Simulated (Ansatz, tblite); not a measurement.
# The cluster In10P10: one state, many levels

The task here is to estimate one member of a computed series from the others.

The runs use Ansatz 0.2.0, Gaussian basis; as each input shows.

Levels to be run: GFN1-xTB, GFN2-xTB, PBE-D4/def2-SVP, r2SCAN-D4/def2-SVP, HSE06-D4/def2-SVP, BHLYP-D4/def2-SVP, CAM-B3LYP-D4/def2-SVP, LC-ωPBE(0.10)/def2-SVP, LC-ωPBE(0.15)/def2-SVP, LC-ωPBE(0.20)/def2-SVP, LC-ωPBE(0.30)/def2-SVP, PBE0-D4/def2-TZVP, PBE-D4/def2-TZVP, MP2/def2-SVP, RPA/def2-SVP.

4 further runs of the same task are left out: 4 set aside as unsound or not needed.

## The geometry

The geometry is that of the singlet, from an earlier relaxation (PBE-D4/def2-SVP).

20 atoms, charge 0, spin multiplicity 1.

Bond lengths: P1–In11 2.456 Å, P1–In12 2.594 Å, P1–In13 2.704 Å, P2–In11 2.431 Å, P2–In14 2.694 Å, P2–In15 2.683 Å, P3–P9 2.241 Å, P3–In13 2.569 Å, P3–In15 2.599 Å, P4–In14 2.610 Å, P4–In15 2.568 Å, P4–In16 2.602 Å, P5–In12 2.446 Å, P5–In18 2.557 Å, P6–P10 2.176 Å, P6–In13 2.551 Å, P6–In18 2.654 Å, P7–In18 2.494 Å and more. Angles: In11–P1–In12 97.7°, In11–P1–In13 77.7°, In12–P1–In13 73.8°, In11–P2–In14 85.2°, In11–P2–In15 93.0°, In14–P2–In15 70.7°, P9–P3–In13 93.0°, P9–P3–In15 102.2°, In13–P3–In15 88.3°, In14–P4–In15 73.8°, In14–P4–In16 81.4°, In15–P4–In16 83.6°, In12–P5–In18 83.6°, P10–P6–In13 99.8°, P10–P6–In18 108.9°, In13–P6–In18 104.6°, In18–P7–In19 84.0°, In12–P8–In13 70.2° and more.

In takes a core potential in the def2 sets. No spin-orbit coupling is included.

PBE0-D4/def2-SVP was run before; its log isn't repeated, and its numbers join the tables.

Set-up of the first run:

Tight binding, by tblite at 300 K electronic temperature and without a spin-polarisation term:

```python
tblite.interface.Calculator('GFN1-xTB', numbers, positions, charge=0, uhf=0).singlepoint()
```

Tight binding, by tblite at 300 K electronic temperature and without a spin-polarisation term:

```python
tblite.interface.Calculator('GFN2-xTB', numbers, positions, charge=0, uhf=0).singlepoint()
```

start.molden holds the orbitals of an earlier run on this state, given as this run's starting guess.

Input file in.yaml:

```yaml
crystal:
  periodic: [false, false, false]
  atoms:
    - {symbol: P, position_ang: [-2.815069, -2.782129, 0.397271]}
    - {symbol: P, position_ang: [-4.327830, 1.442698, -1.367621]}
    - {symbol: P, position_ang: [-1.713504, 1.320119, 2.570963]}
    - {symbol: P, position_ang: [-1.130619, 3.659373, -1.298352]}
    - {symbol: P, position_ang: [1.350032, -4.095386, -1.687102]}
    - {symbol: P, position_ang: [0.983550, -1.591315, 2.176296]}
    - {symbol: P, position_ang: [4.282522, -1.387667, -0.865067]}
    - {symbol: P, position_ang: [-0.100331, -0.214360, -1.318126]}
    - {symbol: P, position_ang: [0.426400, 1.984465, 2.597421]}
    - {symbol: P, position_ang: [1.877837, 0.307700, 2.751558]}
    - {symbol: In, position_ang: [-3.875483, -0.843253, -0.673974]}
    - {symbol: In, position_ang: [-0.725873, -2.925401, -1.132996]}
    - {symbol: In, position_ang: [-1.193316, -0.752177, 1.144387]}
    - {symbol: In, position_ang: [-1.832253, 1.390184, -2.379769]}
    - {symbol: In, position_ang: [-2.620487, 2.474647, 0.425918]}
    - {symbol: In, position_ang: [0.735763, 2.153363, -0.288123]}
    - {symbol: In, position_ang: [2.258260, -1.517710, -3.126732]}
    - {symbol: In, position_ang: [2.344960, -2.599835, 0.133249]}
    - {symbol: In, position_ang: [3.307477, 0.583990, 0.285327]}
    - {symbol: In, position_ang: [2.767984, 3.392696, 1.655472]}
basis:
  gaussian: {orbitals: def2-SVP, fitting: {mean_field: def2-universal-jkfit}, initial_orbitals: start.molden}
hamiltonian: {xc: pbe, dispersion: d4}
scf: {omitted_lower_state_checks: [starts]}
output: {forces: true, orbitals: {seedname: orbitals}}
```

Command:

```sh
ansatz run in.yaml --threads 2 --pin off --events-out ev --progress --plain --max-ram 31744MiB --backend cuda --devices 0, --max-vram 18GiB
```

Steps of the session up to this table: PBE-D4/def2-SVP; r2SCAN-D4/def2-SVP; HSE06-D4/def2-SVP; BHLYP-D4/def2-SVP; CAM-B3LYP-D4/def2-SVP; LC-ωPBE(0.10)/def2-SVP; LC-ωPBE(0.15)/def2-SVP; LC-ωPBE(0.20)/def2-SVP; LC-ωPBE(0.30)/def2-SVP; PBE0-D4/def2-TZVP; PBE-D4/def2-TZVP; MP2/def2-SVP; RPA/def2-SVP.

One table of the session follows, with a row left open; its other results are not shown here.

It belongs to the step «Binding energy». 

| level | binding an atom (eV) |
| --- | --- |
| HF/def2-SVP | 0.951 |
| PBE-D4/def2-SVP | 2.692 |
| PBE-D4/def2-TZVP | 2.725 |
| r2SCAN-D4/def2-SVP | 2.528 |
| PBE0-D4/def2-SVP | 2.563 |
| PBE0-D4/def2-TZVP | 2.605 |
| HSE06-D4/def2-SVP | ? |
| BHLYP-D4/def2-SVP | 2.313 |
| CAM-B3LYP-D4/def2-SVP | 2.306 |
| RPA/def2-SVP | 2.107 |
| MP2/def2-SVP | 2.297 |

**Question.** Estimate the row for HSE06-D4/def2-SVP.

As computed: binding an atom (eV): 2.575. In the column «binding an atom (eV)» it lies between PBE0-D4/def2-SVP (2.563) and PBE0-D4/def2-TZVP (2.605).

To keep in mind: Free atoms were run apart at each level; binding is atoms less cluster, divided by the number of atoms, without zero-point or spin-orbit terms.
